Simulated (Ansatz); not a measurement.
# F3H3OSiSn: a ladder of functionals and wavefunction methods

The task here is to estimate one member of a computed series from the others.

Program: Ansatz 0.2.0, Gaussian basis. Level of theory: functionals in def2-TZVPP, the program's frozen cores in correlated methods. These are calculated values, not measurements.

Plan: LDA (SPW92), PBE-D4, revPBE-D4, BLYP-D4, r2SCAN-D4, B97M-V, PBE0-D4, B3LYP-D4, r2SCANh-D4, r2SCAN0-D4, HSE06-D4, BHLYP-D4, CAM-B3LYP-D4, LC-ωPBE, ωB97X-V, ωB97M-V, B2PLYP, PBE-QIDH; CCSD(T)/def2-SVP; CCSD(T)/def2-TZVPP; MP2/def2-QZVPP; extrapolation to the limit; RPA on PBE.

## Structure used throughout

All runs share one geometry, relaxed beforehand with PBE0-D4 in a triple-zeta def2 set. Sn takes the def2 core potential; no spin-orbit term is included.

SMILES `[F][Sn]([F])([F])[O][SiH3]`, 9 atoms, charge 0, spin multiplicity 1.

Atoms are counted from 1 here; the program's logs count them from 0.

Bond lengths: F1–Sn2 1.880 Å, Sn2–F3 1.885 Å, Sn2–F4 1.884 Å, Sn2–O5 1.899 Å, O5–Si6 1.654 Å, Si6–H7 1.485 Å, Si6–H8 1.485 Å, Si6–H9 1.481 Å. Angles: F1–Sn2–F3 108.1°, F1–Sn2–F4 108.1°, F1–Sn2–O5 109.5°, F3–Sn2–F4 107.6°, F3–Sn2–O5 111.7°, F4–Sn2–O5 111.7°, Sn2–O5–Si6 138.8°, O5–Si6–H7 110.0°, O5–Si6–H8 110.0°, O5–Si6–H9 106.7°, H7–Si6–H8 109.3°, H7–Si6–H9 110.4°, H8–Si6–H9 110.4°.

As a file:

```mol
F3H3OSiSn
  3D, bonds by distance, orders not assigned

  9  8  0  0  0  0  0  0  0  0999 V2000
    2.5869   -1.8497   -0.2291 F   0  0
    1.1136   -0.8477   -0.8275 Sn  0  0
    1.7498    0.4973   -1.9843 F   0  0
    0.0020   -1.9873   -1.8359 F   0  0
    0.1978   -0.1143    0.6659 O   0  0
   -1.1077    0.8539    0.9738 Si  0  0
   -2.3394    0.2347    0.4227 H   0  0
   -0.9084    2.1870    0.3514 H   0  0
   -1.2061    0.9798    2.4460 H   0  0
  1  2  8  0
  2  3  8  0
  2  4  8  0
  2  5  8  0
  5  6  8  0
  6  7  8  0
  6  8  8  0
  6  9  8  0
M  END
```

Set-up of the first run:

in.yaml

```yaml
crystal:
  periodic: [false, false, false]
  atoms:
    - {symbol: F, position_ang: [2.586852, -1.849689, -0.229096]}
    - {symbol: Sn, position_ang: [1.113585, -0.847666, -0.827515]}
    - {symbol: F, position_ang: [1.749800, 0.497261, -1.984332]}
    - {symbol: F, position_ang: [0.001990, -1.987310, -1.835907]}
    - {symbol: O, position_ang: [0.197801, -0.114328, 0.665857]}
    - {symbol: Si, position_ang: [-1.107673, 0.853933, 0.973790]}
    - {symbol: H, position_ang: [-2.339431, 0.234686, 0.422675]}
    - {symbol: H, position_ang: [-0.908369, 2.187028, 0.351446]}
    - {symbol: H, position_ang: [-1.206056, 0.979787, 2.445982]}
basis:
  gaussian: {orbitals: def2-TZVPP}
hamiltonian: {xc: lda}
output: {orbitals: {seedname: orbitals}}
```

The run is started by

```sh
$ ansatz run in.yaml --threads 4 --pin off --events-out ev --progress --plain --max-ram 11315MiB
```

Among the steps run: LDA; PBE-D4 (GGA); revPBE-D4 (GGA); BLYP-D4 (GGA); r2SCAN-D4 (meta-GGA); B97M-V (meta-GGA); B3LYP-D4 (hybrid); r2SCANh-D4 (hybrid); r2SCAN0-D4 (hybrid); HSE06-D4 (hybrid); BHLYP-D4 (hybrid); CAM-B3LYP-D4 (range-separated); LC-ωPBE (range-separated); ωB97X-V (range-separated); ωB97M-V (range-separated); B2PLYP (double hybrid); PBE-QIDH (double hybrid).

One of the session's tables, all rows but one given; the rest of the session is left out.

It belongs to the step «Frontier levels by functional». 

```
  functional  HOMO (eV)  LUMO (eV)  gap (eV)
 LDA (SPW92)          ?          ?         ?
      PBE-D4      -8.05      -4.10      3.95
   revPBE-D4      -8.00      -3.93      4.07
     BLYP-D4      -7.98      -4.08      3.90
   r2SCAN-D4      -8.44      -3.87      4.57
      B97M-V      -8.51      -3.94      4.57
     PBE0-D4      -9.54      -3.09      6.44
    B3LYP-D4      -9.33      -3.47      5.87
  r2SCANh-D4      -8.98      -3.51      5.47
  r2SCAN0-D4      -9.79      -2.96      6.83
    HSE06-D4      -9.13      -3.47      5.66
    BHLYP-D4     -10.96      -2.11      8.85
CAM-B3LYP-D4     -10.99      -2.10      8.90
     LC-ωPBE     -12.34      -0.67     11.68
     ωB97X-V     -12.00      -0.84     11.17
     ωB97M-V     -11.84      -0.98     10.85
```

Q: Estimate the row for LDA (SPW92) from the others.

The run gave: HOMO (eV): -8.16; LUMO (eV): -4.52; gap (eV): 3.63. In the column «HOMO (eV)» it lies between r2SCAN-D4 (-8.44) and PBE-D4 (-8.05).
